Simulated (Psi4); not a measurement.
# doublet [CH5AlO2]+: levels of theory compared

Wanted: a comparison of 3 runs (U-wB97X/def2-SVP, UB2PLYP/def2-SVP, UMP3/def2-SVP) of doublet [CH5AlO2]+. 

The calculation is run with Psi4 1.11.

## 1. Starting point

[CH5AlO2]+: 9 atoms, total charge +1, spin state doublet. SMILES of the parent species: `C[Al](O)O`. The shape is that of a PBE0-D4/def2-TZVP optimisation. This is one conformer, not always the lowest. That shape belongs to the parent species and isn't relaxed for this state.

Bond lengths: C1–Al2 1.933 Å, Al2–O3 1.698 Å, Al2–O4 1.698 Å, C1–H5 1.093 Å, C1–H6 1.092 Å, C1–H7 1.094 Å, O3–H8 0.954 Å, O4–H9 0.955 Å. Some angles: C1–Al2–O3 118.6°, C1–Al2–O4 119.1°, O3–Al2–O4 122.3°, Al2–C1–H5 111.1°, Al2–C1–H6 111.7°, Al2–C1–H7 110.8°, Al2–O3–H8 125.6°, Al2–O4–H9 125.4°, H5–C1–H6 108.4°, H5–C1–H7 106.8°.

## 2. The energy at U-wB97X/def2-SVP (run 1)

Contents of job.json:

```json
{
 "schema_name": "qcschema_input",
 "schema_version": 1,
 "molecule": {
  "schema_name": "qcschema_molecule",
  "schema_version": 2,
  "symbols": ["C", "Al", "O", "O", "H", "H", "H", "H", "H"],
  "geometry": [-0.04745102, 2.09725585, -1.95414689, -0.00243775, -0.57241694, 0.53976247, 1.8098663, -3.16126614, -0.01269896, -1.76451287, -0.24859347, 3.20146062, -0.42891114, 1.3461464, -3.8404904, -1.4752147, 3.52152353, -1.51884848, 1.78737856, 3.04472673, -2.04978593, 1.98105659, -4.57752139, 1.09097669, -1.85975507, -1.44989237, 4.54377088],
  "molecular_charge": 1,
  "molecular_multiplicity": 2,
  "fix_symmetry": "c1",
  "fix_com": true,
  "fix_orientation": true
 },
 "driver": "energy",
 "model": {
  "method": "wb97x",
  "basis": "def2-SVP"
 },
 "keywords": {
  "reference": "uks",
  "puream": true,
  "e_convergence": 1e-09,
  "d_convergence": 1e-08,
  "scf_type": "pk",
  "dft_radial_points": 99,
  "dft_spherical_points": 590,
  "maxiter": 100,
  "scf_properties": ["LOWDIN_CHARGES", "MULLIKEN_CHARGES", "WIBERG_LOWDIN_INDICES"]
 }
}
```

The run is started by

```
$ psi4 --qcschema job.json -n 1 --memory 2200MB
```

stdout:

```text
[...]
  Running in c1 symmetry.
[...]
  Nuclear repulsion =  158.332931051977283
[...]
  Multiplicity = 2
[...]
  Nalpha       = 20
  Nbeta        = 19
[...]
    Number of basis functions: 85
[...]
   @UKS iter   1:  -433.12058012612584   -4.95463e-01   1.02328e-02 DIIS/ADIIS
[...]
   @UKS iter  30:  -433.42468292137789   -6.38920e-11   9.18975e-09 DIIS
[...]
   @S^2 Observed:                7.527997443E-01
[...]
  @UKS Final Energy:  -433.42468292137789
   => Energetics <=
    Nuclear Repulsion Energy =            158.3329310519772832
    One-Electron Energy =                -904.4309844301221801
    Two-Electron Energy =                 343.7820816599523823
    DFT Exchange-Correlation Energy =     -31.1087112031854041
    Empirical Dispersion Energy =           0.0000000000000000
    VV10 Nonlocal Energy =                  0.0000000000000000
    Total Energy =                       -433.4246829213778938
[...]
 Multipole Moments:
 ------------------------------------------------------------------------------------
     Multipole            Electronic (a.u.)      Nuclear  (a.u.)        Total (a.u.)
 ------------------------------------------------------------------------------------
 L = 1.  Multiply by 2.5417464519 to convert [e a0] to [Debye]
 Dipole X            :         -0.0580460            0.0509848           -0.0070612
 Dipole Y            :         20.7992509          -20.2517791            0.5474718
 Dipole Z            :        -19.5334329           19.0277468           -0.5056861
 Magnitude           :                                                    0.7453145
[...]
  Mulliken Charges: (a.u.)
   Center  Symbol    Alpha    Beta     Spin     Total
       1     C     3.45048  2.76511  0.68537 -0.21559
       2    AL     6.13971  5.91917  0.22054  0.94111
       3     O     4.22246  4.19640  0.02606 -0.41886
       4     O     4.22272  4.19341  0.02931 -0.41613
       5     H     0.39932  0.39138  0.00794  0.20930
       6     H     0.39842  0.38948  0.00894  0.21210
       7     H     0.39973  0.39254  0.00719  0.20773
       8     H     0.38374  0.37625  0.00750  0.24001
       9     H     0.38341  0.37626  0.00715  0.24032
   Total alpha = 20.00000, Total beta = 19.00000, Total charge =  1.00000
[...]
```

The result, in JSON:

```text
{
 "driver": "energy",
 "model": {
  "method": "wb97x",
  "basis": "def2-SVP"
 },
 "success": true,
 "return_result": -433.4246829213779,
 "properties": {
  "calcinfo_nbasis": 85,
  "calcinfo_nmo": 85,
  "calcinfo_nalpha": 20,
  "calcinfo_nbeta": 19,
  "calcinfo_natom": 9,
  "nuclear_repulsion_energy": 158.33293105197728,
  "return_energy": -433.4246829213779,
  "scf_one_electron_energy": -904.4309844301222,
  "scf_two_electron_energy": 343.7820816599524,
  "scf_xc_energy": -31.108711203185404,
  "scf_dipole_moment": [-0.007061227358854394, 0.5474718072117817, -0.5056860850004057],
  "scf_total_energy": -433.4246829213779,
  "scf_iterations": 30
 }
}
```

It took 37 s on 1 thread of Intel Xeon 6975P-C (Granite Rapids), shared host; peak memory 1.3 GiB.

## 3. The energy at UB2PLYP/def2-SVP (density fitting for correlation) (run 2)

Contents of calc.in:

```
memory 2.2 GB

molecule molecule1 {
  1 2
  C
  Al 1 r2
  O 2 r3 1 a3
  O 2 r4 3 a4 1 d4
  H 1 r5 2 a5 3 d5
  H 1 r6 5 a6 2 d6
  H 1 r7 6 a7 5 d7
  H 3 r8 2 a8 4 d8
  H 4 r9 2 a9 3 d9

  r2 = 1.9334
  r3 = 1.697645
  a3 = 118.62451
  r4 = 1.69786
  a4 = 122.31375
  d4 = -179.86856
  r5 = 1.093231
  a5 = 111.09246
  d5 = 50.69884
  r6 = 1.091765
  a6 = 108.41267
  d6 = -123.03645
  r7 = 1.093932
  a7 = 107.91429
  d7 = 115.273
  r8 = 0.954455
  a8 = 125.58357
  d8 = -0.37238
  r9 = 0.954573
  a9 = 125.38682
  d9 = 0.31744
  symmetry c1
  no_reorient
  no_com
}

set reference uks
set puream true
set e_convergence 1e-09
set d_convergence 1e-08
set scf_type pk
set dft_radial_points 99
set dft_spherical_points 590
set num_frozen_docc 8
set maxiter 100

e, wfn = energy("b2plyp/def2-SVP", return_wfn=True)
```

The run is started by

```
$ psi4 calc.in calc.out -n 1
```

calc.out:

```text
[...]
  Running in c1 symmetry.
[...]
  Nuclear repulsion =  158.332905006524697
[...]
  Multiplicity = 2
[...]
  Nalpha       = 20
  Nbeta        = 19
[...]
    Number of basis functions: 85
[...]
   @UKS iter   1:  -432.71837002013149   -4.49196e-01   9.89101e-03 DIIS/ADIIS
[...]
   @UKS iter  17:  -433.00166395927835   -1.67120e-11   6.99287e-09 DIIS
[...]
   @S^2 Observed:                7.532728121E-01
[...]
    Orbital Energies [Eh]
    ---------------------
    Alpha Occupied:
       1A    -57.327446     2A    -19.900826     3A    -19.900177
       4A    -10.941140     5A     -4.722965     6A     -3.182536
       7A     -3.181112     8A     -3.176575     9A     -1.285332
      10A     -1.274590    11A     -1.114305    12A     -0.799526
      13A     -0.777251    14A     -0.768977    15A     -0.749961
      16A     -0.725063    17A     -0.623665    18A     -0.592747
      19A     -0.576408    20A     -0.570685
    Alpha Virtual:
      21A     -0.165883    22A     -0.152961    23A     -0.077854
      24A     -0.076085    25A     -0.049456    26A     -0.036575
[...]
  @UKS Final Energy:  -433.00166395927835
   => Energetics <=
    Nuclear Repulsion Energy =            158.3329050065246975
    One-Electron Energy =                -904.4481229440584684
    Two-Electron Energy =                 333.6450847842115195
    DFT Exchange-Correlation Energy =     -20.5315308059560842
    Empirical Dispersion Energy =           0.0000000000000000
    VV10 Nonlocal Energy =                  0.0000000000000000
    Total Energy =                       -433.0016639592783463
[...]
 Multipole Moments:
 ------------------------------------------------------------------------------------
     Multipole            Electronic (a.u.)      Nuclear  (a.u.)        Total (a.u.)
 ------------------------------------------------------------------------------------
 L = 1.  Multiply by 2.5417464519 to convert [e a0] to [Debye]
 Dipole X            :         -0.0146158            0.0241119            0.0094961
 Dipole Y            :          0.0263746           -0.0344912           -0.0081166
 Dipole Z            :          1.6560497           -3.2037689           -1.5477192
 Magnitude           :                                                    1.5477696
[...]
```

Wall time 21 s (1 thread of Intel Xeon 6975P-C (Granite Rapids), shared host); peak memory 1.2 GiB.

## 4. The energy at UMP3/def2-SVP (run 3)

Contents of job.py:

```python
import psi4

psi4.set_memory('2200 MB')
psi4.set_num_threads(1)
psi4.core.set_output_file('run.log', False)

m = psi4.geometry("""
1 2
C
Al 1 1.9334
O 2 1.697645 1 118.62451
O 2 1.69786 3 122.31375 1 -179.86856
H 1 1.093231 2 111.09246 3 50.69884
H 1 1.091765 5 108.41267 2 -123.03645
H 1 1.093932 6 107.91429 5 115.273
H 3 0.954455 2 125.58357 4 -0.37238
H 4 0.954573 2 125.38682 3 0.31744
symmetry c1
""")

options = {'basis': 'def2-SVP', 'reference': 'uhf', 'puream': True, 'e_convergence': 1e-09, 'd_convergence': 1e-08, 'scf_type': 'pk', 'num_frozen_docc': 8, 'maxiter': 100, 'mp_type': 'conv'}
psi4.set_options(options)

e_tot = psi4.energy("mp3")
print('E =', round(e_tot, 9))
```

The run is started by

```
$ python job.py
```

run.log:

```text
[...]
  Running in c1 symmetry.
[...]
  Nuclear repulsion =  158.332905006524697
[...]
  Multiplicity = 2
[...]
  Nalpha       = 20
  Nbeta        = 19
[...]
    Number of basis functions: 85
[...]
   @UHF iter   1:  -431.75359492736249   -8.55130e-01   7.79730e-03 DIIS/ADIIS
[...]
   @UHF iter  14:  -431.95021611385823   -6.48015e-12   8.82872e-09 DIIS
[...]
   @S^2 Observed:                7.554614231E-01
[...]
    Orbital Energies [Eh]
    ---------------------
    Alpha Occupied:
       1A    -58.740452     2A    -20.721060     3A    -20.720656
       4A    -11.552478     5A     -5.169162     6A     -3.491278
       7A     -3.487274     8A     -3.484683     9A     -1.474467
      10A     -1.463089    11A     -1.273342    12A     -0.905190
      13A     -0.877926    14A     -0.865849    15A     -0.849501
      16A     -0.827674    17A     -0.730866    18A     -0.693892
      19A     -0.679840    20A     -0.672844
    Alpha Virtual:
      21A     -0.097906    22A     -0.084327    23A     -0.004153
      24A      0.000285    25A      0.022779    26A      0.035315
[...]
  @UHF Final Energy:  -431.95021611385823
   => Energetics <=
    Nuclear Repulsion Energy =            158.3329050065246975
    One-Electron Energy =                -904.2563662358950296
    Two-Electron Energy =                 313.9732451155120998
    Total Energy =                       -431.9502161138582323
  UHF NO Occupations:
  HONO-2 :   18  A 1.9996310
  HONO-1 :   19  A 1.9981523
[...]
 Multipole Moments:
 ------------------------------------------------------------------------------------
     Multipole            Electronic (a.u.)      Nuclear  (a.u.)        Total (a.u.)
 ------------------------------------------------------------------------------------
 L = 1.  Multiply by 2.5417464519 to convert [e a0] to [Debye]
 Dipole X            :         -0.0144251            0.0241119            0.0096868
 Dipole Y            :          0.0254155           -0.0344912           -0.0090757
 Dipole Z            :          1.5576676           -3.2037689           -1.6461013
 Magnitude           :                                                    1.6461548
[...]
	SCS-MP2 Total Energy (a.u.)        :  -432.49540507683139
	SOS-MP2 Total Energy (a.u.)        :  -432.49100781834284
[...]
	SOS-PI-MP2 Total Energy (a.u.)     :  -432.53260718022625
[...]
	MP2 Total Energy (a.u.)            :  -432.50419959380849
[...]
	SCS-MP3 Total Energy (a.u.)        :  -432.50038308027354
[...]
	MP3 Total Energy (a.u.)            :  -432.52411160757703
[...]
```

The script printed:

```text
E = -432.524111608
```

Run time: 11 s. Hardware: 1 thread of Intel Xeon 6975P-C (Granite Rapids), shared host; peak memory 0.52 GiB.

## 5. All runs side by side

```tsv
run	level	frozen core orbitals	fitting correlation	energy (Eh)	HOMO energy (eV)	LUMO energy (eV)	⟨S²⟩	wall time
1	U-wB97X/def2-SVP	0	–	-433.424683	-16.40	-11.14	0.753	37 s
2	UB2PLYP/def2-SVP (density fitting for correlation)	8	density fitting	-433.184508	-15.50	-11.83	0.753	21 s
3	UMP3/def2-SVP	8	none	-432.524112	-18.29	-8.64	0.755	11 s
```

## 6. Results

| quantity | value |
| --- | --- |
| run 3: total energy | -432.52411 Eh |
| run 3: HOMO energy (Hartree–Fock orbitals) (highest over α and β) | -18.29 eV |
| run 3: LUMO energy (Hartree–Fock orbitals) (lowest over α and β) | -8.64 eV |
| run 3: correlation energy (8 core orbitals frozen) | -573.9 mEh |
| run 3: ⟨S²⟩ of the reference determinant | 0.755 |

Totals of different functionals can't be ranked against each other. All runs together took 69 s, the longest 37 s.
